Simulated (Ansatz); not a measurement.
# C2H4FGaO: how energies converge with the basis set

One table from this session's results is given with a row withheld; the runs are named, their logs left out.

Program: Ansatz 0.2.0, Gaussian basis. Level of theory: one geometry, several basis sets. These are calculated values, not measurements.

The runs, in order: PBE0-D4/def2-SVP; ωB97M-V/def2-SVP; PBE0-D4/def2-QZVPP; ωB97M-V/def2-QZVPP; the functionals' def2-TZVPP values are taken from earlier runs.

## Structure used throughout

The geometry comes from an earlier relaxation with PBE0-D4 in a triple-zeta def2 set; it is a stationary point, not always the lowest conformer.

9 atoms, charge 0, spin multiplicity 1.

Atoms are counted from 1 here; the program's logs count them from 0.

Bond lengths: F1–C2 1.402 Å, C2–O3 1.387 Å, C2–Ga5 2.027 Å, C2–H6 1.091 Å, O3–C4 1.443 Å, C4–Ga5 2.009 Å, C4–H7 1.094 Å, C4–H8 1.092 Å, Ga5–H9 1.563 Å. Angles: F1–C2–O3 110.2°, F1–C2–Ga5 108.5°, F1–C2–H6 106.0°, O3–C2–Ga5 89.5°, O3–C2–H6 109.6°, Ga5–C2–H6 131.1°, C2–O3–C4 108.5°, O3–C4–Ga5 88.6°, O3–C4–H7 111.1°, O3–C4–H8 109.3°, Ga5–C4–H7 116.5°, Ga5–C4–H8 120.4°, H7–C4–H8 108.9°, C2–Ga5–C4 69.4°, C2–Ga5–H9 146.0°, C4–Ga5–H9 144.5°.

Set-up of the first run:

File in.yaml:

```yaml
crystal:
  periodic: [false, false, false]
  atoms:
    - {symbol: F, position_ang: [1.734052, -0.213688, 1.148561]}
    - {symbol: C, position_ang: [0.998298, 0.597678, 0.273806]}
    - {symbol: O, position_ang: [0.736113, -0.083894, -0.904989]}
    - {symbol: C, position_ang: [-0.536247, -0.752768, -0.774749]}
    - {symbol: Ga, position_ang: [-0.963082, 0.463712, 0.766266]}
    - {symbol: H, position_ang: [1.628476, 1.463796, 0.064427]}
    - {symbol: H, position_ang: [-0.401507, -1.812556, -0.537931]}
    - {symbol: H, position_ang: [-1.086300, -0.668055, -1.714216]}
    - {symbol: H, position_ang: [-2.109803, 1.005765, 1.678823]}
basis:
  gaussian: {orbitals: def2-SVP}
hamiltonian: {xc: pbe0, dispersion: d4}
output: {orbitals: {seedname: orbitals}}
```

Run with:

```bash
> ansatz run in.yaml --threads 4 --pin off --events-out ev --progress --plain --max-ram 10444MiB
```

Steps of the session up to this table: PBE0-D4 in def2-SVP; ωB97M-V in def2-SVP; PBE0-D4 in def2-QZVPP; ωB97M-V in def2-QZVPP.

One of the session's tables, all rows but one given; the rest of the session is left out.

It belongs to the step «Functionals by basis». 

| functional | basis | HOMO (eV) | LUMO (eV) |
| --- | --- | --- | --- |
| PBE0-D4 | def2-SVP | -7.10 | -1.73 |
| PBE0-D4 | def2-TZVPP | -7.18 | -1.77 |
| PBE0-D4 | def2-QZVPP | -7.22 | -1.82 |
| ωB97M-V | def2-SVP | -9.32 | -0.02 |
| ωB97M-V | def2-TZVPP | ? | ? |
| ωB97M-V | def2-QZVPP | -9.46 | -0.25 |

**Question.** Estimate the row for ωB97M-V, def2-TZVPP.

The run gave: HOMO (eV): -9.42; LUMO (eV): -0.10. In the column «HOMO (eV)» it lies between ωB97M-V, def2-QZVPP (-9.46) and ωB97M-V, def2-SVP (-9.32).
